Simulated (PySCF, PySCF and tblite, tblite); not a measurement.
# C₆H₁₃N: a path driven as pyramidal inversion, and NMR exchange, part 2 of 2

PySCF and tblite. Atoms count from 0.

### Step 9. Barriers, rates and exchange

What the job is given:

```
{"job": {"smiles": "CC1NCC1(C)C", "charge": 0, "mult": 1, "motion": "inversion", "what": "nitrogen in a small ring", "atoms": [2], "drives": [{"terms": [["t", [11, 1, 3, 2], 0.3333333333333333], ["t", [1, 3, 11, 2], 0.3333333333333333], ["t", [3, 11, 1, 2], 0.3333333333333333]], "neg": true, "n": 8}], "study": "path", "level": {"kind": "nmr", "xc": "PBE0", "basis": "pcSseg-1"}, "fields": [200, 270, 500], "first": 4, "seed": 941, "kind": "path"}, "charge": 0, "multiplicity": 1}
C      1.444865     0.270507    -1.470241
C      0.506764    -0.641423    -0.692433
N      1.113195    -1.333802     0.452451
C      0.450929    -0.443700     1.407242
C     -0.491866     0.034086     0.285497
C     -1.830855    -0.690963     0.308525
C     -0.702634     1.535165     0.175226
H      1.997445     0.925847    -0.799816
H      2.161025    -0.332996    -2.025631
H      0.887180     0.880621    -2.176354
H      0.041320    -1.352284    -1.385621
H      2.126843    -1.338624     0.473257
H     -0.012213    -0.983371     2.236177
H      1.080101     0.358034     1.811058
H     -2.378806    -0.500973    -0.612483
H     -1.672675    -1.761636     0.406478
H     -2.433159    -0.348423     1.147786
H      0.239344     2.076516     0.192889
H     -1.224043     1.777588    -0.748498
H     -1.307907     1.880510     1.011455
```

The log of the run:

```text
stationary points (kcal/mol above the start)
  n  kind          group   xTB      DFT    lowest mode
  0  minimum      C1       0.00     0.00      96.7
  1  saddle       C1       5.65     4.65    -622.3
  2  minimum      C1       0.12    -1.11      94.9

GFN2-xTB energies: T/K, barrier G, reaction G (kcal/mol), k forward, k back (1/s)
 150.00     4.47    -0.03   9.53e+05   8.72e+05
 200.00     4.47    -0.05   5.46e+07   4.85e+07
 250.00     4.47    -0.07   6.47e+08   5.64e+08
 298.15     4.47    -0.09   3.27e+09   2.81e+09
 350.00     4.48    -0.11   1.16e+10   9.85e+09
 400.00     4.50    -0.14    2.9e+10   2.45e+10
 500.00     4.55    -0.18   1.06e+11    8.9e+10

PBE0/pcSseg-1 + D3(BJ) energies: T/K, barrier G, reaction G (kcal/mol), k forward, k back (1/s)
 150.00     3.47    -1.25   2.77e+07   4.18e+05
 200.00     3.46    -1.27   6.83e+08    2.8e+07
 250.00     3.46    -1.29   4.89e+09   3.63e+08
 298.15     3.47    -1.31   1.78e+10   1.94e+09
 350.00     3.48    -1.34   4.91e+10   7.19e+09
 400.00     3.50    -1.36   1.03e+11   1.86e+10
 500.00     3.55    -1.40   2.93e+11   7.14e+10
```

It took 2.5 min on 1 thread of Intel Xeon Platinum 8259CL at 2.50GHz, shared host; peak memory 0.87 GiB. This counts the whole study up to here.

Barriers by level (kcal/mol; entropies in cal/(mol K)). Zero-point and thermal terms come from xTB in every row. ΔG‡ leaves symmetry out; the rate counts one path; effective ΔG‡, where given, is the barrier that would give that rate by Eyring's equation alone:

| level | ΔE‡ | with zero-point | ΔH‡ | ΔS‡ | ΔG‡ (298 K) | ΔE of reaction | k at 298 K (1/s) | effective ΔG‡ |
| --- | --- | --- | --- | --- | --- | --- | --- | --- |
| GFN2-xTB | 5.65 | 4.48 | 4.43 | -0.1 | 4.47 | 0.12 | 3.3e+09 | 4.47 |
| PBE0/pcSseg-1 + D3(BJ) | 4.65 | 3.48 | 3.43 | -0.1 | 3.47 | -1.11 | 1.8e+10 | 3.47 |

Sites that the driver pairs across this motion, and where their lines would merge (no couplings; faster rotations or exchange between molecules can average them sooner):

| nucleus | sites: shielding (ppm) | proton frequency (MHz) | spread (Hz) | coalescence (K) | lines at 298 K |
| --- | --- | --- | --- | --- | --- |
| ¹H | H11: 31.67; H11 (end): 31.08 | 500 | 292 | not given | – |
| ¹³C | C3: 128.3; C3 (end): 126.7 | 500 | 200 | not given | – |
| ¹H | H13: 28.27; H13 (end): 28.61 | 500 | 169 | not given | – |
| ¹H | H14, H15, H16: 30.35; H14, H15, H16 (end): 30.66 | 500 | 157 | not given | – |
| ¹³C | C4: 150.6; C4 (end): 149.5 | 500 | 139 | not given | – |
| ¹H | H10: 28.38; H10 (end): 28.11 | 500 | 133 | not given | – |
| ¹H | H12: 28.53; H12 (end): 28.28 | 500 | 127 | not given | – |
| ¹H | H17, H18, H19: 30.77; H17, H18, H19 (end): 30.56 | 500 | 109 | not given | – |

A dash: the driver gave no coalescence for this row (it judged the minor form too scarce).

Rows that set an atom against itself at the end compare its shielding in the two forms.

### Step 10. Shieldings, start: BHandHLYP/pcSseg-1

What the job is given:

```
{"job": {"kind": "nmr", "xc": "BHandHLYP", "basis": "pcSseg-1", "pop": false}, "charge": 0, "multiplicity": 1}
C      1.444865     0.270507    -1.470241
C      0.506764    -0.641423    -0.692433
N      1.113195    -1.333802     0.452451
C      0.450929    -0.443700     1.407242
C     -0.491866     0.034086     0.285497
C     -1.830855    -0.690963     0.308525
C     -0.702634     1.535165     0.175226
H      1.997445     0.925847    -0.799816
H      2.161025    -0.332996    -2.025631
H      0.887180     0.880621    -2.176354
H      0.041320    -1.352284    -1.385621
H      2.126843    -1.338624     0.473257
H     -0.012213    -0.983371     2.236177
H      1.080101     0.358034     1.811058
H     -2.378806    -0.500973    -0.612483
H     -1.672675    -1.761636     0.406478
H     -2.433159    -0.348423     1.147786
H      0.239344     2.076516     0.192889
H     -1.224043     1.777588    -0.748498
H     -1.307907     1.880510     1.011455
```

The log of the run:

```text
coarse grid: 15640 points
cycle   1  E = -290.8766150308  dE =  1.015e+00  |g| = 3.846e-01  |ddm| = 3.765e+00
cycle   2  E = -290.9017451519  dE = -2.513e-02  |g| = 2.677e-01  |ddm| = 5.867e-01
cycle   3  E = -290.9175963867  dE = -1.585e-02  |g| = 5.553e-02  |ddm| = 2.633e-01
cycle   4  E = -290.9181846092  dE = -5.882e-04  |g| = 2.122e-02  |ddm| = 5.305e-02
cycle   5  E = -290.9182801872  dE = -9.558e-05  |g| = 3.812e-03  |ddm| = 1.896e-02
cycle   6  E = -290.9182835519  dE = -3.365e-06  |g| = 6.744e-04  |ddm| = 4.299e-03
final grid: 148080 points
cycle   7  E = -290.9572158747  dE = -2.783e-05  |g| = 4.049e-03  |ddm| = 2.409e-02
cycle   8  E = -290.9572170631  dE = -1.188e-06  |g| = 3.476e-03  |ddm| = 7.381e-03
cycle   9  E = -290.9572201010  dE = -3.038e-06  |g| = 2.710e-04  |ddm| = 3.487e-03
cycle  10  E = -290.9572201151  dE = -1.411e-08  |g| = 1.468e-04  |ddm| = 4.380e-04
cycle  11  E = -290.9572201203  dE = -5.179e-09  |g| = 1.411e-05  |ddm| = 1.492e-04
cycle  12  E = -290.9572201203  dE = -7.560e-11  |g| = 5.069e-06  |ddm| = 2.787e-05
converged SCF energy = -290.9572201203

GIAO shielding tensors (ppm)
atom      isotropic    diamagn.    paramagn.     s11        s22        s33       span
  0 C      166.043     247.549     -81.506    151.345    165.318    181.465     30.120
  1 C      123.125     246.500    -123.375    107.167    119.802    142.404     35.237
  2 N      227.093     323.396     -96.303    181.085    234.079    266.117     85.032
  3 C      128.992     247.825    -118.833    112.746    120.689    153.540     40.794
  4 C      150.814     248.037     -97.223    139.607    149.951    162.884     23.276
  5 C      155.783     244.781     -88.997    139.516    144.265    183.570     44.054
  6 C      162.831     244.769     -81.937    146.305    158.074    184.115     37.809
  7 H       30.733      31.997      -1.264     26.783     30.170     35.246      8.464
  8 H       30.633      29.600       1.033     26.552     27.894     37.453     10.901
  9 H       30.833      30.875      -0.042     26.247     29.214     37.037     10.790
 10 H       28.711      32.963      -4.252     25.004     28.528     32.601      7.597
 11 H       31.791      34.060      -2.268     25.076     29.360     40.938     15.862
 12 H       28.805      31.408      -2.603     25.758     26.727     33.930      8.173
 13 H       28.625      32.530      -3.905     26.182     27.249     32.444      6.263
 14 H       30.870      30.599       0.271     27.022     28.767     36.823      9.801
 15 H       29.930      30.453      -0.523     25.485     28.460     35.845     10.360
 16 H       30.834      30.257       0.578     26.875     28.525     37.102     10.227
 17 H       30.645      31.511      -0.866     25.954     30.102     35.878      9.923
 18 H       31.133      30.939       0.194     27.763     28.223     37.413      9.650
 19 H       31.104      30.294       0.810     26.983     29.136     37.192     10.210
```

It took 41 s on 1 thread of Intel Xeon Platinum 8259CL at 2.50GHz, shared host; peak memory 0.87 GiB.

Key values: HOMO -7.59 eV, LUMO 2.06 eV; dipole 1.37 D.

### Step 11. Single-point energy, saddle of leg 1: BHandHLYP/pcSseg-1

What the job is given:

```
{"job": {"kind": "sp", "xc": "BHandHLYP", "basis": "pcSseg-1", "pop": false}, "charge": 0, "multiplicity": 1}
C      1.349566     0.283602    -1.608961
C      0.584276    -0.619229    -0.645553
N      1.310765    -1.030748     0.520171
C      0.426945    -0.451612     1.485415
C     -0.462151     0.025475     0.312774
C     -1.819700    -0.660902     0.256937
C     -0.630803     1.533840     0.224804
H      1.863267     1.075647    -1.071905
H      2.093393    -0.304600    -2.142556
H      0.672046     0.724811    -2.335307
H      0.160316    -1.457511    -1.225592
H      2.157849    -1.548367     0.624419
H     -0.054576    -1.168562     2.165347
H      0.864149     0.357345     2.088814
H     -2.317034    -0.434433    -0.684343
H     -1.707340    -1.739427     0.337783
H     -2.451453    -0.317198     1.073847
H      0.324356     2.043070     0.312431
H     -1.089127     1.812583    -0.721438
H     -1.274743     1.876215     1.032912
```

The log of the run:

```text
coarse grid: 15640 points
cycle   1  E = -290.8696768132  dE =  1.075e+00  |g| = 3.840e-01  |ddm| = 3.780e+00
cycle   2  E = -290.8928842385  dE = -2.321e-02  |g| = 2.823e-01  |ddm| = 5.532e-01
cycle   3  E = -290.9105606277  dE = -1.768e-02  |g| = 4.987e-02  |ddm| = 2.665e-01
cycle   4  E = -290.9110173075  dE = -4.567e-04  |g| = 2.232e-02  |ddm| = 5.138e-02
cycle   5  E = -290.9111261859  dE = -1.089e-04  |g| = 1.915e-03  |ddm| = 1.895e-02
cycle   6  E = -290.9111270242  dE = -8.383e-07  |g| = 6.504e-04  |ddm| = 2.683e-03
final grid: 148080 points
cycle   7  E = -290.9497657759  dE = -2.503e-05  |g| = 3.894e-03  |ddm| = 2.047e-02
cycle   8  E = -290.9497667670  dE = -9.912e-07  |g| = 3.397e-03  |ddm| = 7.019e-03
cycle   9  E = -290.9497696496  dE = -2.883e-06  |g| = 2.594e-04  |ddm| = 3.265e-03
cycle  10  E = -290.9497696620  dE = -1.236e-08  |g| = 1.395e-04  |ddm| = 3.909e-04
cycle  11  E = -290.9497696665  dE = -4.516e-09  |g| = 1.330e-05  |ddm| = 1.279e-04
cycle  12  E = -290.9497696666  dE = -4.900e-11  |g| = 6.175e-06  |ddm| = 2.680e-05
converged SCF energy = -290.9497696666
```

Run time: 22 s. Hardware: 1 thread of Intel Xeon Platinum 8259CL at 2.50GHz, shared host; peak memory 0.65 GiB.

In short: HOMO -6.91 eV, LUMO 2.16 eV; dipole 0.01 D.

### Step 12. Shieldings, end: BHandHLYP/pcSseg-1

What the job is given:

```
{"job": {"kind": "nmr", "xc": "BHandHLYP", "basis": "pcSseg-1", "pop": false}, "charge": 0, "multiplicity": 1}
C      1.235905     0.231832    -1.716633
C      0.655743    -0.579080    -0.571633
N      1.529207    -0.671994     0.602728
C      0.402934    -0.481764     1.515798
C     -0.448032     0.029125     0.335250
C     -1.827012    -0.594763     0.188112
C     -0.538754     1.546870     0.298066
H      1.637281     1.172014    -1.353345
H      2.043170    -0.325444    -2.186743
H      0.469287     0.430189    -2.461777
H      0.333318    -1.559468    -0.956704
H      2.062171    -1.527610     0.707425
H      0.006903    -1.401801     1.962129
H      0.618480     0.236316     2.310095
H     -2.266268    -0.311692    -0.766550
H     -1.772375    -1.680790     0.232051
H     -2.483421    -0.252128     0.985802
H      0.439632     1.989192     0.460246
H     -0.926031     1.885174    -0.660219
H     -1.208295     1.893267     1.083292
```

The log of the run:

```text
coarse grid: 15640 points
cycle   1  E = -290.8772752409  dE =  1.015e+00  |g| = 3.893e-01  |ddm| = 3.767e+00
cycle   2  E = -290.9015538714  dE = -2.428e-02  |g| = 2.801e-01  |ddm| = 6.054e-01
cycle   3  E = -290.9190924648  dE = -1.754e-02  |g| = 5.441e-02  |ddm| = 2.949e-01
cycle   4  E = -290.9196594210  dE = -5.670e-04  |g| = 2.168e-02  |ddm| = 5.365e-02
cycle   5  E = -290.9197595029  dE = -1.001e-04  |g| = 3.494e-03  |ddm| = 1.950e-02
cycle   6  E = -290.9197623170  dE = -2.814e-06  |g| = 6.962e-04  |ddm| = 3.627e-03
final grid: 148080 points
cycle   7  E = -290.9591079169  dE = -3.026e-05  |g| = 4.132e-03  |ddm| = 2.480e-02
cycle   8  E = -290.9591091080  dE = -1.191e-06  |g| = 3.566e-03  |ddm| = 7.420e-03
cycle   9  E = -290.9591123135  dE = -3.206e-06  |g| = 2.924e-04  |ddm| = 3.541e-03
cycle  10  E = -290.9591123300  dE = -1.649e-08  |g| = 1.420e-04  |ddm| = 4.459e-04
cycle  11  E = -290.9591123348  dE = -4.776e-09  |g| = 1.842e-05  |ddm| = 1.401e-04
cycle  12  E = -290.9591123349  dE = -1.015e-10  |g| = 6.040e-06  |ddm| = 3.107e-05
converged SCF energy = -290.9591123349

GIAO shielding tensors (ppm)
atom      isotropic    diamagn.    paramagn.     s11        s22        s33       span
  0 C      165.406     245.650     -80.244    150.252    161.648    184.317     34.064
  1 C      122.572     246.555    -123.983    105.695    118.481    143.541     37.847
  2 N      226.764     321.586     -94.822    189.271    222.431    268.591     79.320
  3 C      127.589     247.833    -120.244    113.143    121.867    147.756     34.613
  4 C      149.745     247.847     -98.102    139.604    146.078    163.553     23.949
  5 C      156.456     244.655     -88.200    133.136    151.800    184.430     51.294
  6 C      162.725     245.054     -82.329    149.562    156.952    181.662     32.099
  7 H       30.620      30.615       0.004     26.351     30.682     34.825      8.474
  8 H       30.703      28.989       1.714     26.467     28.119     37.523     11.056
  9 H       31.097      30.621       0.476     26.872     28.931     37.488     10.617
 10 H       28.495      33.686      -5.192     26.278     28.351     30.856      4.578
 11 H       31.215      33.374      -2.159     24.148     28.212     41.284     17.136
 12 H       28.618      32.368      -3.750     25.736     27.620     32.499      6.762
 13 H       28.886      31.282      -2.397     25.827     26.635     34.195      8.367
 14 H       30.877      30.649       0.229     26.959     28.949     36.724      9.765
 15 H       30.767      31.133      -0.366     26.616     29.009     36.677     10.062
 16 H       30.918      30.185       0.733     26.775     28.776     37.202     10.427
 17 H       30.172      30.987      -0.815     25.885     28.839     35.793      9.908
 18 H       31.013      31.057      -0.044     27.474     28.725     36.840      9.365
 19 H       31.010      30.384       0.625     27.019     28.830     37.180     10.162
```

Wall time 43 s (1 thread of Intel Xeon Platinum 8259CL at 2.50GHz, shared host); peak memory 0.88 GiB.

Key values: HOMO -7.65 eV, LUMO 2.07 eV; dipole 1.22 D.

### Step 13. Second level: BHandHLYP/pcSseg-1 + D3(BJ)

Changed since step 9:

```diff
@@ -1,2 +1,2 @@
-{"job": {"smiles": "CC1NCC1(C)C", "charge": 0, "mult": 1, "motion": "inversion", "what": "nitrogen in a small ring", "atoms": [2], "drives": [{"terms": [["t", [11, 1, 3, 2], 0.3333333333333333], ["t", [1, 3, 11, 2], 0.3333333333333333], ["t", [3, 11, 1, 2], 0.3333333333333333]], "neg": true, "n": 8}], "study": "path", "level": {"kind": "nmr", "xc": "PBE0", "basis": "pcSseg-1"}, "fields": [200, 270, 500], "first": 4, "seed": 941, "kind": "path"}, "charge": 0, "multiplicity": 1}
+{"job": {"smiles": "CC1NCC1(C)C", "charge": 0, "mult": 1, "motion": "inversion", "what": "nitrogen in a small ring", "atoms": [2], "drives": [{"terms": [["t", [11, 1, 3, 2], 0.3333333333333333], ["t", [1, 3, 11, 2], 0.3333333333333333], ["t", [3, 11, 1, 2], 0.3333333333333333]], "neg": true, "n": 8}], "study": "path", "level": {"kind": "nmr", "xc": "BHandHLYP", "basis": "pcSseg-1", "wide": true}, "fields": [200, 270, 500], "first": 4, "seed": 941, "kind": "pathvar"}, "charge": 0, "multiplicity": 1}
 C      1.444865     0.270507    -1.470241
```

The log of the run:

```text
stationary points (kcal/mol above the start)
  n  kind          group   xTB      DFT    lowest mode
  0  minimum      C1       0.00     0.00      96.7
  1  saddle       C1       5.65     4.83    -622.3
  2  minimum      C1       0.12    -1.04      94.9

GFN2-xTB energies: T/K, barrier G, reaction G (kcal/mol), k forward, k back (1/s)
 150.00     4.47    -0.03   9.53e+05   8.72e+05
 200.00     4.47    -0.05   5.46e+07   4.85e+07
 250.00     4.47    -0.07   6.47e+08   5.64e+08
 298.15     4.47    -0.09   3.27e+09   2.81e+09
 350.00     4.48    -0.11   1.16e+10   9.85e+09
 400.00     4.50    -0.14    2.9e+10   2.45e+10
 500.00     4.55    -0.18   1.06e+11    8.9e+10

PBE0/pcSseg-1 + D3(BJ) energies: T/K, barrier G, reaction G (kcal/mol), k forward, k back (1/s)
 150.00     3.47    -1.25   2.77e+07   4.18e+05
 200.00     3.46    -1.27   6.83e+08    2.8e+07
 250.00     3.46    -1.29   4.89e+09   3.63e+08
 298.15     3.47    -1.31   1.78e+10   1.94e+09
 350.00     3.48    -1.34   4.91e+10   7.19e+09
 400.00     3.50    -1.36   1.03e+11   1.86e+10
 500.00     3.55    -1.40   2.93e+11   7.14e+10

BHandHLYP/pcSseg-1 + D3(BJ) energies: T/K, barrier G, reaction G (kcal/mol), k forward, k back (1/s)
 150.00     3.65    -1.18   1.52e+07   2.86e+05
 200.00     3.64    -1.20   4.35e+08    2.1e+07
 250.00     3.64    -1.23    3.4e+09   2.89e+08
 298.15     3.65    -1.25   1.32e+10   1.61e+09
 350.00     3.66    -1.27   3.79e+10    6.1e+09
 400.00     3.68    -1.29   8.18e+10   1.61e+10
 500.00     3.73    -1.34   2.44e+11   6.37e+10
```

Wall time 4.3 min (1 thread of Intel Xeon Platinum 8259CL at 2.50GHz, shared host); peak memory 0.88 GiB. This counts the runs that the step sums up.

Barriers by level (kcal/mol; entropies in cal/(mol K)). Zero-point and thermal terms come from xTB in every row. ΔG‡ leaves symmetry out; the rate counts one path; effective ΔG‡, where given, is the barrier that would give that rate by Eyring's equation alone:

| level | ΔE‡ | with zero-point | ΔH‡ | ΔS‡ | ΔG‡ (298 K) | ΔE of reaction | k at 298 K (1/s) | effective ΔG‡ |
| --- | --- | --- | --- | --- | --- | --- | --- | --- |
| GFN2-xTB | 5.65 | 4.48 | 4.43 | -0.1 | 4.47 | 0.12 | 3.3e+09 | 4.47 |
| PBE0/pcSseg-1 + D3(BJ) | 4.65 | 3.48 | 3.43 | -0.1 | 3.47 | -1.11 | 1.8e+10 | 3.47 |
| BHandHLYP/pcSseg-1 + D3(BJ) | 4.83 | 3.66 | 3.61 | -0.1 | 3.65 | -1.04 | 1.3e+10 | 3.65 |

### Step 14. Results

What follows sums up all 2 parts.

| quantity | value |
| --- | --- |
| barrier (PBE0/pcSseg-1 + D3(BJ)) | ΔE‡ 4.7, ΔG‡(298 K) 3.5 kcal/mol |
| barrier (GFN2-xTB) | ΔE‡ 5.7 kcal/mol |
| rate at 298 K | 1.8e+10 s⁻¹ |
| end of the path | -1.1 kcal/mol from the start |

The barrier is 4.7 kcal/mol at the DFT level (xTB: 5.7); with thermal terms and the count of paths the DFT value gives a rate of 1.8e+10 s⁻¹ at 298 K. An error of 1.4 kcal/mol changes that rate tenfold. BHandHLYP/pcSseg-1 + D3(BJ) moves the barrier from 4.7 to 4.8 kcal/mol.
